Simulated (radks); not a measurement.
# Gd²⁺ in [Kr] 4d10 4f7 5s1 5p6 5d1 5f1: an all-electron calculation

Wanted: eigenvalues, radial structure and energy terms of the gadolinium ion Gd2+.

Method: scalar-relativistic Kohn-Sham, B86b exchange with PBE correlation, spin-polarised, spherical densities, finite nucleus; open shells are filled with parallel spins first. Code: radks (a radial shooting solver on a logarithmic mesh, Libxc functionals) version 1.

**1. The atom as given**

```
element            : gadolinium (Z = 64)
charge             : +2
electrons          : 62
configuration      : [Kr] 4d10 4f7 5s1 5p6 5d1 5f1
nuclear rms radius : 5.1569 fm
```

Outer shells as boxes (Hund's rule):

Gd²⁺
```
[Kr] core
4d [↑↓][↑↓][↑↓][↑↓][↑↓]
4f [↑ ][↑ ][↑ ][↑ ][↑ ][↑ ][↑ ]
5s [↑ ]
5p [↑↓][↑↓][↑↓]
5d [↑ ][  ][  ][  ][  ]
5f [↑ ][  ][  ][  ][  ][  ][  ]
```

**2. The run**

Input:

```text
Z 64
configuration [Kr] 4d10 4f7 5s1 5p6 5d1 5f1
relativity scalar-relativistic
functional b86_mgc,pbe
spin polarised
nucleus finite rms 5.1569 fm
c 137.035999084
```

On the command line:

```console
> python run_ks.py task.json out
```

All runs below come from this command, one after another.

What does the calculation give?

The runs gave:

| quantity | value |
| --- | --- |
| total energy | -11268.7430 hartree |
| exchange-correlation share of it | 2.21 % |
| −T/E | 1.0736 |
| highest occupied level | 5f up, -6.552 eV |
| most extended occupied level | 5f up, <r> = 5.36 bohr |
| radius at density 0.001 e/bohr³ | 4.35 bohr |
| maxima of the radial density | 4 |

**Reading.** The radial density shows 4 maxima for 5 occupied principal shells; where shells overlap, one shows as a shoulder or not at all. Relativity lifts −T/E to 1.074. This is not the tabulated ground configuration, so its levels and sizes aren't those of the ground state, and no measured value stands beside it.
